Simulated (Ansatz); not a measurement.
# Lu3Al: the cost of one run

All numbers are computed with Ansatz 0.2.0 through its Python package. Level of theory: DFT PBEsol, plane waves, PAW.

## 1. The system

Lu3Al Pm-3m: Symmetry: Pm-3m, No. 221, cubic system. The conventional cell has a = 4.627 Å, b = 4.627 Å, c = 4.627 Å, α = 90.00°, β = 90.00°, γ = 90.00°. Lu (site symmetry 4/mmm) has 8 Lu at 3.27 Å and 4 Al at 3.27 Å as nearest neighbours. Around Al (site symmetry m-3m) lie 12 Lu at 3.27 Å.

Lu P6_3/mmc: Symmetry: P6_3/mmc, No. 194, hexagonal system. The conventional cell has a = 3.503 Å, b = 3.503 Å, c = 5.551 Å, α = 90.00°, β = 90.00°, γ = 120.00°. Around Lu (site symmetry -6m2) lie 12 Lu at 3.43 to 3.50 Å.

Al Fm-3m: It takes space group Fm-3m (No. 225, cubic). The conventional cell has a = 4.050 Å, b = 4.050 Å, c = 4.050 Å, α = 90.00°, β = 90.00°, γ = 90.00°. Around Al (site symmetry m-3m) lie 12 Al at 2.86 Å.

No structure file is read: the coordinates are typed or built in the script.

## 2. The code

lu3al.py reads:

```python
from collections import Counter

import ansatz
from ase import Atoms
import numpy as np


def ground_state(name, crystal):
    calc = (
        crystal.calculation()
        .functional("pbesol")
        .basis(420)
        .kpoints(spacing=0.14)
        .occupations("fermi_dirac", width=0.1)
        .stress()
    )
    calc = calc.relax(force_tolerance=0.01, max_steps=40, cell=True)
    return calc.run(threads=1, backend="cpu")


def counts(outcome):
    return Counter(site.symbol for site in outcome.lattice.sites)

def formation_energy(outcome, mu):
    n = counts(outcome)
    return (outcome.report["energy_sigma0_ev"] - sum(k * mu[element] for element, k in n.items())) / sum(n.values())


def volume_per_atom(outcome):
    return abs(np.linalg.det(outcome.lattice.cell_ang)) / len(outcome.lattice.sites)


def main() -> None:
    phases = {}
    atoms = Atoms(
        ["Lu", "Lu", "Lu", "Al"],
        scaled_positions=[
            (0.0, 0.5, 0.5),
            (0.5, 0.0, 0.5),
            (0.5, 0.5, 0.0),
            (0.0, 0.0, 0.0),
        ],
        cell=[
            (4.62655, 0.0, 0.0),
            (0.0, 4.62655, 0.0),
            (0.0, 0.0, 4.62655),
        ],
        pbc=True,
    )
    lu3al = ansatz.Crystal.from_ase(atoms)
    phases["Lu3Al"] = lu3al
    lu = (
        ansatz.Lattice.of((3.5031, 0.0, 0.0), (-1.75155, 3.033774, 0.0), (0.0, 0.0, 5.5509))
        .atom("Lu", (1 / 3, 2 / 3, 0.25))
        .atom("Lu", (2 / 3, 1 / 3, 0.75))
    )
    phases["Lu"] = lu
    atoms = Atoms(
        ["Al"],
        scaled_positions=[
            (0.0, 0.0, 0.0),
        ],
        cell=[
            (0.0, 2.024805, 2.024805),
            (2.024805, 0.0, 2.024805),
            (2.024805, 2.024805, 0.0),
        ],
        pbc=True,
    )
    al = ansatz.Crystal.from_ase(atoms)
    phases["Al"] = al

    done = {name: ground_state(name, crystal) for name, crystal in phases.items()}

    references = {"Lu": "Lu", "Al": "Al"}
    mu = {element: done[name].report["energy_sigma0_ev"] / len(done[name].lattice.sites) for element, name in references.items()}

    target = done["Lu3Al"]
    heat = formation_energy(target, mu)
    for element, value in mu.items():
        print(f"mu({element}) = {value:.4f} eV from {references[element]}, {volume_per_atom(done[references[element]]):.2f} A^3/atom")
    print(f"formation energy of Lu3Al: {heat:.4f} eV/atom = {96.4853 * heat:.1f} kJ/mol of atoms")


if __name__ == "__main__":
    main()
```

## 3. The calls as engine input

The engine receives this input (first run):

```yaml
crystal:
  lattice:
    - [4.62655, 0.0, 0.0]
    - [0.0, 4.62655, 0.0]
    - [0.0, 0.0, 4.62655]
  atoms:
    - { symbol: Lu, position: [0.0, 0.5, 0.5] }
    - { symbol: Lu, position: [0.5, 0.0, 0.5] }
    - { symbol: Lu, position: [0.5, 0.5, 0.0] }
    - { symbol: Al, position: [0.0, 0.0, 0.0] }
basis:
  ecutwfc: 420.0
kpoints:
  mp_grid:
    kspacing: 0.14
hamiltonian:
  xc: pbesol
scf:
  occupations:
    method: fermi_dirac
    width: 0.1
relax:
  f_tol: 0.01
  max_steps: 40
  cell: {}
output:
  stress: true
```

## 4. The run

The run is started by

```sh
python lu3al.py
```

**Question.** How long does this script take on 1 thread of Arm Neoverse V2, shared host, and how much memory does it need?

About 2.6 min, with a peak of 0.55 GiB.
